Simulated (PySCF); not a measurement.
# C₅H₆OS: excited states, first hyperpolarisability

What do calculations give for the excited states, first hyperpolarisability of C₅H₆OS (`SCc1ccco1`)?

Programs: PySCF 2.14.0, with routines of our own; each step states its level. All values are computed. Atoms count from 0.

## (1) The system as given

13 atoms, charge 0, multiplicity 1; geometry from: GFN2-xTB.

## (2) Geometry optimisation at PBE0-D3(BJ)/def2-SVP

The job: settings as JSON, then the geometry in Å.

```
{"job": {"xc": "PBE0", "basis": "def2-SVP", "d3": "d3bj", "grid": 2, "kind": "geom"}, "charge": 0, "multiplicity": 1}
S      2.624088     0.615802     0.828643
C      1.642173    -0.517186    -0.252031
C      0.192752    -0.252233    -0.144589
C     -0.753800    -0.721178     0.720520
C     -1.965928    -0.083311     0.363397
C     -1.666161     0.727429    -0.685916
O     -0.362884     0.636670    -0.999388
H      2.196899     1.742069     0.262519
H      1.886884    -1.515572     0.103935
H      1.993135    -0.379843    -1.273960
H     -0.603895    -1.430667     1.508051
H     -2.922110    -0.213441     0.826751
H     -2.265541     1.391948    -1.275661
```

Command:

```console
$ OMP_NUM_THREADS=1 python excited_run.py task.json out
```

One launch serves the whole session: the jobs run in the order shown.

Log:

```text
step   0  E = -666.77229227  max force = 0.018087
step   1  E = -666.77439751  max force = 0.003108
step   2  E = -666.77449268  max force = 0.002121
step   3  E = -666.77454144  max force = 0.001638
step   4  E = -666.77458542  max force = 0.002557
step   5  E = -666.77468436  max force = 0.001830
step   6  E = -666.77473776  max force = 0.000965
step   7  E = -666.77477402  max force = 0.001085
step   8  E = -666.77477936  max force = 0.000477
step   9  E = -666.77478186  max force = 0.000157
optimisation converged
```

Run time: 75 s. Hardware: 1 thread of Arm Neoverse V1, shared host; peak memory 0.72 GiB.

Along the way:

| step | energy from step 0 (eV) | largest force component (eV/Å) |
| --- | --- | --- |
| 0 | 0.0000 | 0.9301 |
| 1 | -0.0573 | 0.1598 |
| 2 | -0.0599 | 0.1091 |
| 3 | -0.0612 | 0.0842 |
| 4 | -0.0624 | 0.1315 |
| 5 | -0.0651 | 0.0941 |
| 6 | -0.0665 | 0.0496 |
| 7 | -0.0675 | 0.0558 |
| 8 | -0.0677 | 0.0245 |
| 9 | -0.0677 | 0.0081 |

Distances of close pairs at the start and the end, largest changes first:

```
  bond  before (Å)  after (Å)  change (Å)
 S0–H7       1.331      1.350      +0.019
C4–H11       1.070      1.088      +0.017
C3–H10       1.071      1.088      +0.017
 S0–C1       1.848      1.833      -0.015
C5–H12       1.072      1.087      +0.015
 C3–C4       1.416      1.430      +0.015
 C1–H9       1.089      1.101      +0.011
 C1–H8       1.088      1.098      +0.010
```

The final coordinates are the input of the step that follows.

```
                         at the end point                value
  point group (found at 0.08 Å tolerance)                   C1
rotational constants (GHz, main isotopes)  6.032, 1.297, 1.181
                        dipole moment (D)                 1.47
```

## (3) Excited states: TDA CAM-B3LYP/def2-TZVPD

The job: settings as JSON, then the geometry in Å.

```
{"job": {"kind": "states", "xc": "CAM-B3LYP", "basis": "def2-TZVPD", "tda": true, "soc": true, "nstates": 6, "ntriplets": 5, "nquad": 4}, "charge": 0, "multiplicity": 1}
S      2.717644     0.763830     0.555185
C      1.700302    -0.542948    -0.230630
C      0.243014    -0.321700    -0.125223
C     -0.748660    -0.908550     0.608486
C     -1.954045    -0.210273     0.284144
C     -1.598641     0.746218    -0.617833
O     -0.274407     0.683105    -0.870853
H      2.272638     1.764666    -0.233629
H      1.966625    -1.470351     0.293675
H      2.007303    -0.654347    -1.281719
H     -0.628860    -1.738955     1.300709
H     -2.952995    -0.396642     0.672022
H     -2.154113     1.511669    -1.153118
```

Method: TDA CAM-B3LYP/def2-TZVPD excited states, vertical, gas phase, spin-orbit mean-field couplings.

Log:

```text
coarse grid: 11864 points
cycle   1  E = -667.4733945374  dE =  1.358e+00  |g| = 4.992e-01  |ddm| = 4.291e+00
cycle   2  E = -667.4757703207  dE = -2.376e-03  |g| = 5.587e-01  |ddm| = 1.329e+00
cycle   3  E = -667.5285339522  dE = -5.276e-02  |g| = 7.563e-02  |ddm| = 5.228e-01
cycle   4  E = -667.5293317050  dE = -7.978e-04  |g| = 4.041e-02  |ddm| = 1.559e-01
cycle   5  E = -667.5296707512  dE = -3.390e-04  |g| = 1.241e-02  |ddm| = 6.847e-02
cycle   6  E = -667.5297065064  dE = -3.576e-05  |g| = 3.489e-03  |ddm| = 2.902e-02
cycle   7  E = -667.5297093531  dE = -2.847e-06  |g| = 8.261e-04  |ddm| = 7.727e-03
final grid: 111232 points
cycle   8  E = -667.5230890621  dE = -3.821e-05  |g| = 3.679e-03  |ddm| = 2.654e-01
cycle   9  E = -667.5230890050  dE =  5.705e-08  |g| = 3.706e-03  |ddm| = 2.278e-02
cycle  10  E = -667.5230919462  dE = -2.941e-06  |g| = 6.715e-04  |ddm| = 6.661e-03
cycle  11  E = -667.5230920204  dE = -7.422e-08  |g| = 2.374e-04  |ddm| = 1.007e-03
cycle  12  E = -667.5230920325  dE = -1.212e-08  |g| = 6.429e-05  |ddm| = 6.219e-04
cycle  13  E = -667.5230920334  dE = -8.924e-10  |g| = 2.641e-05  |ddm| = 1.549e-04
converged SCF energy = -667.5230920334

Singlet excitations
state   eV       nm        f     d(h-e)  d(exc)  Lambda  PR(NTO)  |dmu|/D   mu/D   main configurations
  1   5.2760   235.0   0.00475   0.269   2.709   0.392   1.020    0.610    1.020   H-1->L+1 0.29, H-1->L 0.21, H->L+1 0.13
  2   5.8510   211.9   0.04902   0.521   3.780   0.389   1.493    2.398    3.709   H->L+1 0.55, H-1->L 0.24, H->L 0.11
  3   5.9344   208.9   0.21429   0.674   3.477   0.459   1.788    2.668    3.787   H->L 0.40, H-1->L+1 0.24, H->L+1 0.17
  4   6.1399   201.9   0.15161   0.549   3.373   0.470   1.354    2.390    3.748   H-1->L 0.39, H->L 0.26, H->L+3 0.09
  5   6.4375   192.6   0.03904   0.412   4.194   0.394   1.163                     H->L+2 0.73
  6   6.5860   188.3   0.00531   0.509   4.261   0.348   1.370                     H->L+3 0.64

Triplet excitations (Tamm-Dancoff)
state   eV     d(h-e)  d(exc)  Lambda  PR(NTO)   main configurations
  1   3.8369   0.177   2.497   0.515   1.099   H->L 0.53, H->L+2 0.13, H->L+4 0.11
  2   4.7948   0.276   2.494   0.388   1.063   H-1->L+1 0.28, H-1->L 0.27
  3   5.2326   0.069   2.400   0.432   2.053   H-2->L 0.22, H->L+9 0.17
  4   5.5065   0.607   3.028   0.411   1.089   H-1->L 0.40, H-1->L+1 0.11, H->L+1 0.11
  5   5.8165   0.966   3.802   0.330   1.209   H->L+1 0.68, H-1->L+1 0.12
S1 - T1 = 1.4391 eV

Spin-orbit couplings |<S|Hso|T>| (cm-1)
             T1       T2       T3       T4       T5
S0       16.227  164.419   21.883  103.552   40.503
S1       18.200    6.614   18.141   41.155   47.424
S2       19.600   25.548    5.074   18.595   12.865
S3        0.622   42.546    4.838    8.017   15.456
S4       14.515   24.908    5.335   34.124   12.872
S5        5.373   15.274    4.162    9.970    4.097
S6        9.910   19.789   10.113   28.289    7.550
T1 sublevels (cm-1): 0.000 0.002 0.023   radiative rates (1/s): 12.9 1.19 7.62
```

It took 86 s on 1 thread of Arm Neoverse V1, shared host; peak memory 1.2 GiB.

From this job:

```
  quantity    value
S1 less T1  1.44 eV
```

## (4) Excited states: TDDFT CAM-B3LYP/def2-TZVPD

Settings changed since step 3:

```diff
@@ -1,2 +1,2 @@
-{"job": {"kind": "states", "xc": "CAM-B3LYP", "basis": "def2-TZVPD", "tda": true, "soc": true, "nstates": 6, "ntriplets": 5, "nquad": 4}, "charge": 0, "multiplicity": 1}
+{"job": {"kind": "states", "xc": "CAM-B3LYP", "basis": "def2-TZVPD", "tpa": true, "nstates": 8, "nquad": 6, "ntriplets": 0}, "charge": 0, "multiplicity": 1}
 S      2.717644     0.763830     0.555185
```

Method: TDDFT CAM-B3LYP/def2-TZVPD excited states, vertical, gas phase, two-photon moments by quadratic response.

Log:

```text
coarse grid: 11864 points
cycle   1  E = -667.4733945374  dE =  1.358e+00  |g| = 4.992e-01  |ddm| = 4.291e+00
cycle   2  E = -667.4757703207  dE = -2.376e-03  |g| = 5.587e-01  |ddm| = 1.329e+00
cycle   3  E = -667.5285339522  dE = -5.276e-02  |g| = 7.563e-02  |ddm| = 5.228e-01
cycle   4  E = -667.5293317050  dE = -7.978e-04  |g| = 4.041e-02  |ddm| = 1.559e-01
cycle   5  E = -667.5296707512  dE = -3.390e-04  |g| = 1.241e-02  |ddm| = 6.847e-02
cycle   6  E = -667.5297065064  dE = -3.576e-05  |g| = 3.489e-03  |ddm| = 2.902e-02
cycle   7  E = -667.5297093531  dE = -2.847e-06  |g| = 8.261e-04  |ddm| = 7.727e-03
final grid: 111232 points
cycle   8  E = -667.5230890621  dE = -3.821e-05  |g| = 3.679e-03  |ddm| = 2.654e-01
cycle   9  E = -667.5230890050  dE =  5.705e-08  |g| = 3.706e-03  |ddm| = 2.278e-02
cycle  10  E = -667.5230919462  dE = -2.941e-06  |g| = 6.715e-04  |ddm| = 6.661e-03
cycle  11  E = -667.5230920204  dE = -7.422e-08  |g| = 2.374e-04  |ddm| = 1.007e-03
cycle  12  E = -667.5230920325  dE = -1.212e-08  |g| = 6.429e-05  |ddm| = 6.219e-04
cycle  13  E = -667.5230920334  dE = -8.924e-10  |g| = 2.641e-05  |ddm| = 1.549e-04
converged SCF energy = -667.5230920334

Singlet excitations
state   eV       nm        f     d(h-e)  d(exc)  Lambda  PR(NTO)  |dmu|/D   mu/D   delta(TPA)   sigma/GM   main configurations
  1   5.2479   236.3   0.00866   0.263   2.732   0.399   1.030    0.601    1.027        3.60      0.036   H-1->L+1 0.28, H-1->L 0.21, H->L+1 0.12
  2   5.7541   215.5   0.29881   0.566   3.198   0.539   1.541    2.215    3.635      142.81      1.732   H->L 0.69, H-1->L+1 0.11
  3   5.8466   212.1   0.00954   0.570   3.757   0.359   1.720    2.181    3.377       24.24      0.304   H->L+1 0.64, H-1->L 0.26
  4   6.0374   205.4   0.01436   0.344   3.448   0.395   1.652    1.570    2.850       25.76      0.344   H-1->L 0.37, H-1->L+1 0.23, H->L+1 0.12
  5   6.4211   193.1   0.01673   0.442   4.236   0.399   1.150    2.538    2.065      146.88      2.219   H->L+2 0.71
  6   6.5801   188.4   0.00426   0.511   4.244   0.351   1.394    1.786    3.149       46.67      0.740   H->L+3 0.61
  7   6.7242   184.4   0.01658   0.172   3.336   0.418   1.880                                            H-2->L 0.20, H->L+5 0.18, H->L+9 0.14
  8   6.7386   184.0   0.00230   0.325   4.200   0.349   1.825                                            H->L+4 0.42, H-1->L+2 0.24
```

Wall time 99 s (1 thread of Arm Neoverse V1, shared host); peak memory 1.2 GiB.

## (5) First hyperpolarisability: quadratic response CAM-B3LYP/def2-TZVPD

Settings changed since step 4:

```diff
@@ -1,2 +1,2 @@
-{"job": {"kind": "states", "xc": "CAM-B3LYP", "basis": "def2-TZVPD", "tpa": true, "nstates": 8, "nquad": 6, "ntriplets": 0}, "charge": 0, "multiplicity": 1}
+{"job": {"kind": "beta", "xc": "CAM-B3LYP", "basis": "def2-TZVPD"}, "charge": 0, "multiplicity": 1}
 S      2.717644     0.763830     0.555185
```

With the program's defaults for keys left out, this is: quadratic response CAM-B3LYP/def2-TZVPD first hyperpolarisability, Taylor convention, gas phase.

Log:

```text
coarse grid: 11864 points
cycle   1  E = -667.4733945374  dE =  1.358e+00  |g| = 4.992e-01  |ddm| = 4.291e+00
cycle   2  E = -667.4757703207  dE = -2.376e-03  |g| = 5.587e-01  |ddm| = 1.329e+00
cycle   3  E = -667.5285339522  dE = -5.276e-02  |g| = 7.563e-02  |ddm| = 5.228e-01
cycle   4  E = -667.5293317050  dE = -7.978e-04  |g| = 4.041e-02  |ddm| = 1.559e-01
cycle   5  E = -667.5296707512  dE = -3.390e-04  |g| = 1.241e-02  |ddm| = 6.847e-02
cycle   6  E = -667.5297065064  dE = -3.576e-05  |g| = 3.489e-03  |ddm| = 2.902e-02
cycle   7  E = -667.5297093531  dE = -2.847e-06  |g| = 8.261e-04  |ddm| = 7.727e-03
final grid: 111232 points
cycle   8  E = -667.5230890621  dE = -3.821e-05  |g| = 3.679e-03  |ddm| = 2.654e-01
cycle   9  E = -667.5230890050  dE =  5.705e-08  |g| = 3.706e-03  |ddm| = 2.278e-02
cycle  10  E = -667.5230919462  dE = -2.941e-06  |g| = 6.715e-04  |ddm| = 6.661e-03
cycle  11  E = -667.5230920204  dE = -7.422e-08  |g| = 2.374e-04  |ddm| = 1.007e-03
cycle  12  E = -667.5230920325  dE = -1.212e-08  |g| = 6.429e-05  |ddm| = 6.219e-04
cycle  13  E = -667.5230920334  dE = -8.924e-10  |g| = 2.641e-05  |ddm| = 1.549e-04
converged SCF energy = -667.5230920334

Lowest singlets (eV, f): 5.2479 0.0087  5.7541 0.2988  5.8466 0.0095

First hyperpolarisability (au)
process     nm      |vector|   parallel      HRS      DR
static         -      283.49     163.51     123.11   4.322
shg       1907.0      304.84     175.39     132.44   4.315
eope      1907.0      290.35     167.33          -       -
shg       1064.0      361.72     206.87     157.28   4.306
eope      1064.0      306.44     176.28          -       -
```

Run time: 74 s. Hardware: 1 thread of Arm Neoverse V1, shared host; peak memory 1.2 GiB.

## (6) Excited states: TDA CAM-B3LYP/def2-TZVPD in benzene

Settings changed since step 5:

```diff
@@ -1,2 +1,2 @@
-{"job": {"kind": "beta", "xc": "CAM-B3LYP", "basis": "def2-TZVPD"}, "charge": 0, "multiplicity": 1}
+{"job": {"kind": "states", "xc": "CAM-B3LYP", "basis": "def2-TZVPD", "tda": true, "soc": true, "nstates": 6, "ntriplets": 5, "nquad": 4, "solvent": "benzene"}, "charge": 0, "multiplicity": 1}
 S      2.717644     0.763830     0.555185
```

Method: TDA CAM-B3LYP/def2-TZVPD excited states, vertical, IEF-PCM benzene (non-equilibrium response), spin-orbit mean-field couplings.

Log:

```text
coarse grid: 11864 points
cycle   1  E = -667.4787278345  dE =  1.352e+00  |g| = 4.942e-01  |ddm| = 4.292e+00
cycle   2  E = -667.4814425103  dE = -2.715e-03  |g| = 5.501e-01  |ddm| = 1.264e+00
cycle   3  E = -667.5321122175  dE = -5.067e-02  |g| = 7.364e-02  |ddm| = 4.915e-01
cycle   4  E = -667.5328992786  dE = -7.871e-04  |g| = 3.781e-02  |ddm| = 1.416e-01
cycle   5  E = -667.5331933614  dE = -2.941e-04  |g| = 1.140e-02  |ddm| = 6.135e-02
cycle   6  E = -667.5332237507  dE = -3.039e-05  |g| = 3.008e-03  |ddm| = 2.667e-02
cycle   7  E = -667.5332258617  dE = -2.111e-06  |g| = 7.386e-04  |ddm| = 6.832e-03
final grid: 111232 points
cycle   8  E = -667.5265809768  dE = -3.850e-05  |g| = 3.614e-03  |ddm| = 2.661e-01
cycle   9  E = -667.5265811488  dE = -1.720e-07  |g| = 3.528e-03  |ddm| = 2.300e-02
cycle  10  E = -667.5265837590  dE = -2.610e-06  |g| = 6.654e-04  |ddm| = 6.262e-03
cycle  11  E = -667.5265838284  dE = -6.944e-08  |g| = 2.304e-04  |ddm| = 1.001e-03
cycle  12  E = -667.5265838399  dE = -1.144e-08  |g| = 5.702e-05  |ddm| = 6.207e-04
cycle  13  E = -667.5265838406  dE = -7.424e-10  |g| = 2.494e-05  |ddm| = 1.398e-04
converged SCF energy = -667.5265838406

Singlet excitations
state   eV       nm        f     d(h-e)  d(exc)  Lambda  PR(NTO)  |dmu|/D   mu/D   main configurations
  1   5.3158   233.2   0.01264   0.230   2.723   0.394   1.028    0.604    1.257   H-1->L+1 0.33, H-1->L 0.19, H->L+1 0.14
  2   5.8421   212.2   0.42980   0.738   3.402   0.527   1.444    3.551    5.180   H->L 0.68, H-1->L+1 0.12
  3   5.8698   211.2   0.02669   0.669   3.749   0.365   1.397    2.615    3.772   H->L+1 0.69, H-1->L 0.16
  4   6.1067   203.0   0.04335   0.475   3.380   0.422   1.493    2.342    3.772   H-1->L 0.49, H-1->L+1 0.16, H->L+4 0.13
  5   6.4858   191.2   0.03245   0.238   4.218   0.405   1.152                     H->L+2 0.65, H->L+4 0.09
  6   6.6353   186.9   0.01109   0.646   4.259   0.390   1.279                     H->L+4 0.55, H->L+2 0.11, H->L+5 0.08

Triplet excitations (Tamm-Dancoff)
state   eV     d(h-e)  d(exc)  Lambda  PR(NTO)   main configurations
  1   3.8398   0.181   2.499   0.494   1.097   H->L 0.49, H->L+2 0.14, H->L+4 0.08
  2   4.8601   0.268   2.498   0.387   1.068   H-1->L+1 0.33, H-1->L 0.24
  3   5.2426   0.075   2.401   0.428   2.058   H-2->L 0.21, H->L+10 0.17
  4   5.5823   0.569   3.086   0.407   1.118   H-1->L 0.43, H->L+1 0.13, H-1->L+1 0.09
  5   5.8384   0.866   3.739   0.354   1.270   H->L+1 0.64, H-1->L+1 0.11
S1 - T1 = 1.4760 eV

Spin-orbit couplings |<S|Hso|T>| (cm-1)
             T1       T2       T3       T4       T5
S0       15.086  162.026   23.467   97.292   43.048
S1       18.185    8.038   18.781   39.165   45.372
S2        5.299   32.294    4.429   24.753   20.368
S3       17.685   37.097    3.140   10.174    6.078
S4       14.265   21.315    6.195   28.710   15.031
S5        5.773   19.961    5.530   11.168    4.781
S6        9.793   18.404    9.129   27.312    8.167
T1 sublevels (cm-1): 0.000 0.002 0.022   radiative rates (1/s): 11.9 1.84 9.28
```

Run time: 82 s. Hardware: 1 thread of Arm Neoverse V1, shared host; peak memory 1.3 GiB.

In short:

```csv
quantity,value
S1 less T1,1.48 eV
```

## (7) Summary of results

| quantity | value |
| --- | --- |
| point group | C1 |
| rotational constants (main isotopes) | 6.03, 1.30, 1.18 GHz |
| S1 less T1 (step 3, TDA CAM-B3LYP/def2-TZVPD) | 1.44 eV |
| β vector (step 5, quadratic response CAM-B3LYP/def2-TZVPD) | static 283, SHG 1907.0 nm 305, SHG 1064.0 nm 362 au |
| S1 less T1 (step 6, TDA CAM-B3LYP/def2-TZVPD in benzene) | 1.48 eV |

Relaxing lowered the energy by 0.068 eV in 9 steps; the close pair that moved most is S0–H7, from 1.331 to 1.350 Å. In step 3, the number of triplets below S1 is 3, and the largest singlet-triplet spin-orbit coupling is S0–T2, 164.42 cm⁻¹. β grows from 283 au (static) to 362 au for doubling at 1064.0 nm: normal dispersion, which grows as twice the photon energy moves toward the bright states. In step 6, the number of triplets below S1 is 3, and the largest singlet-triplet spin-orbit coupling is S0–T2, 162.03 cm⁻¹.
